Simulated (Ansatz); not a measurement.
# HBr (SMILES Br): PBE0/cc-pVTZ

What is the vertical singlet–triplet gap of HBr at PBE0/cc-pVTZ? 

The results are computed with Ansatz 0.2.0.

30 further runs of the same task are left out: 30 set aside as unsound or not needed.

## (1) Starting point

The species is HBr (2 atoms), meant as a singlet with charge 0. SMILES: `Br`. The shape is that of a PBE0-D4/def2-TZVP optimisation.

Bond lengths: Br1–H2 1.420 Å.

## (2) A single-point energy at PBE0/cc-pVTZ

molecule.yaml

```yaml
crystal:
  periodic: [false, false, false]
  atoms:
    - {symbol: Br, position_ang: [-0.603220, 0.217960, -0.305050]}
    - {symbol: H, position_ang: [0.603220, -0.217960, 0.305050]}
basis:
  gaussian: {orbitals: cc-pVTZ}
hamiltonian: {xc: pbe0}
output: {orbitals: {seedname: orbitals}}
accuracy: high
```

Run with:

```console
$ ansatz run molecule.yaml --threads 1 --pin off --max-ram 3480MiB --events-out events.jsonl --progress --plain --runs-dir runs
```

Log:

```text
Warning: RAYON_NUM_THREADS=1 ignored (pool sized by the plan → 1); use --threads N
Functional definition: PBE0
  name "PBE0"
  parameter a = 0.25
  parameter kappa = 0.804
  parameter beta = 0.06672455060314922
  exchange = (1 - a)*pbe_x(kappa = kappa, mu = beta*pi^2/3) + a*exact_x
  correlation = pbe_c(beta = beta)
735 factors; integrals over basis functions are off by at most 4.3e-9 eV
mean field evaluation 1: about -70055.7406 eV, gradient 5.9e0 eV
mean field evaluation 2: about -70055.8039 eV, gradient 3.8e0 eV
mean field evaluation 4: about -70055.8395 eV, gradient 1.3e0 eV
mean field evaluation 8: about -70055.8531 eV, gradient 2.4e-3 eV
mean field evaluation 16: about -70055.8531 eV, gradient 2.0e-8 eV
mean field -70055.85309844 eV, -2574.5051158049 hartree, gradient 1.8e-8 eV, S^2 0.000000; 0 other end points of the search recorded, 0 dependent functions left out
reference -70055.85309991 eV, -2574.5051158590 hartree; 18, 18 occupied and 39, 39 virtual orbitals, 735 factors
Total energy: -70055.85309991 eV, -2574.5051158590 hartree
```

It took 1.9 s on 1 thread of Arm Neoverse V2, shared host; peak memory 0.11 GiB.

## (3) The triplet, same level

in.yaml

```yaml
crystal:
  periodic: [false, false, false]
  atoms:
    - {symbol: Br, position_ang: [-0.603220, 0.217960, -0.305050]}
    - {symbol: H, position_ang: [0.603220, -0.217960, 0.305050]}
basis:
  gaussian:
    orbitals: cc-pVTZ
magnetization:
  spin_polarized: true
  initial_magnetization: 2
hamiltonian:
  xc: {name: PBE0}
accuracy: high
output: {orbitals: {seedname: orbitals}}
```

Run with:

```console
$ ansatz run in.yaml --threads 1 --pin off --max-ram 3480MiB --events-out events.jsonl --progress --plain --runs-dir runs
```

Log, shortened:

```text
Warning: RAYON_NUM_THREADS=1 ignored (pool sized by the plan → 1); use --threads N
[... 7 set-up lines as earlier in the session ...]
735 factors; integrals over basis functions are off by at most 4.3e-9 eV
mean field evaluation 1: about -70049.0706 eV, gradient 9.0e0 eV
mean field evaluation 2: about -70049.3929 eV, gradient 6.2e0 eV
mean field evaluation 4: about -70049.5615 eV, gradient 1.5e-1 eV
mean field evaluation 8: about -70049.5858 eV, gradient 2.4e-2 eV
mean field evaluation 16: about -70049.5858 eV, gradient 8.4e-7 eV
mean field -70049.58578924 eV, -2574.2747964400 hartree, gradient 3.6e-8 eV, S^2 2.004150; 0 other end points of the search recorded, 0 dependent functions left out
reference -70049.58579078 eV, -2574.2747964967 hartree; 19, 17 occupied and 38, 40 virtual orbitals, 735 factors
Total energy: -70049.58579078 eV, -2574.2747964967 hartree
```

Wall time 3.3 s (1 thread of Arm Neoverse V2, shared host); peak memory 0.15 GiB.

## (4) Summary of results

At PBE0/cc-pVTZ:

```
                                        quantity           value
                           singlet: total energy  -2574.50512 Eh
                            singlet: HOMO energy        -8.76 eV
                            singlet: LUMO energy        -0.21 eV
                          singlet: HOMO–LUMO gap         8.54 eV
                           triplet: total energy  -2574.27480 Eh
     triplet: HOMO energy (highest over α and β)        -2.90 eV
                                   triplet: ⟨S²⟩           2.004
vertical energy of the triplet above the singlet        6.267 eV
```

**Reading.** At this shape the triplet lies 6.27 eV (605 kJ/mol) above the singlet.
